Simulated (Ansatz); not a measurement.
Working through a polarisability from point charges of H₃ISi, SMILES [SiH3]I

With the Ansatz DFT code, driven from Python.

Notebook, run cell by cell (the value of a cell's last expression is shown):

```python
import ansatz as az
import numpy as np
```

```python
SETTINGS = {
    'basis': 'def2-SVP',
    'xc': 'pbe0',
}
```

```python
geometry = (
    az.Crystal.molecule()
    .atom('Si', (-0.1246, 0.0286, -0.0538))
    .atom('I', (1.9111, -0.9357, 0.718))
    .atom('H', (-1.1847, 0.1117, 1.0367))
    .atom('H', (-0.6476, -0.7267, -1.1857))
    .atom('H', (0.0957, 1.4484, -0.5565))
)
```

```python
model = (
    geometry.calculation()
    .basis(gaussian=SETTINGS['basis'])
    .functional(SETTINGS['xc'])
    .accuracy('high')
    .scf(lower_state_search='off')
    .forces()
)
centre = np.mean([site.position_ang for site in geometry.cartesian_sites], axis=0)
field = 2 * 14.399645 * 2.0 / 30.0 ** 2
```

```python
def dipole(axis, sign):
    arm = 30.0 * np.eye(3)[axis]
    pair = [{'charge': sign * 2.0, 'position_ang': (centre - arm).tolist()}, {'charge': -sign * 2.0, 'position_ang': (centre + arm).tolist()}]
    deck = model.input().set(az.key.basis.gaussian.point_charges, pair)
    return np.array(az.Session.from_dict(deck).plan().execute().report['charge_distribution']['dipole_moment_e_ang'])


print(f'field {field:.4f} V/A')
alpha = np.array([(dipole(axis, 1) - dipole(axis, -1)) / (2 * field) * 14.399645 for axis in range(3)])
print('polarisability tensor (A^3)')
print(np.array2string(alpha, precision=3, suppress_small=True))
print(f'mean {np.trace(alpha) / 3:.3f} A^3 = {np.trace(alpha) / 3 / 0.14818471:.2f} bohr^3')
```

    field 0.0640 V/A
    polarisability tensor (A^3)
    [[ 8.946 -1.526  1.043]
     [-1.506  6.563 -0.599]
     [ 1.031 -0.591  6.236]]
    mean 7.248 A^3 = 48.91 bohr^3

Reading the output:
- These settings explore the input space; basis and method may be short of convergence.
- The geometry is a force-field or estimated start, not a minimum of this method, and the basis set is short of its limit. The field of two point charges is only nearly even.
- def2 sets replace the cores of elements past krypton by effective core potentials.
- Without diffuse functions polarisabilities are unreliable, as a rule too low, and they change with the bond lengths of this unrelaxed start.
- The whole script took 25 s on 1 thread of Intel(R) Xeon(R) Platinum 8488C (Sapphire Rapids), with other jobs on the host, peak memory 0.22 GiB.

(Lines on the test bed's own set-up are left out of the output.)
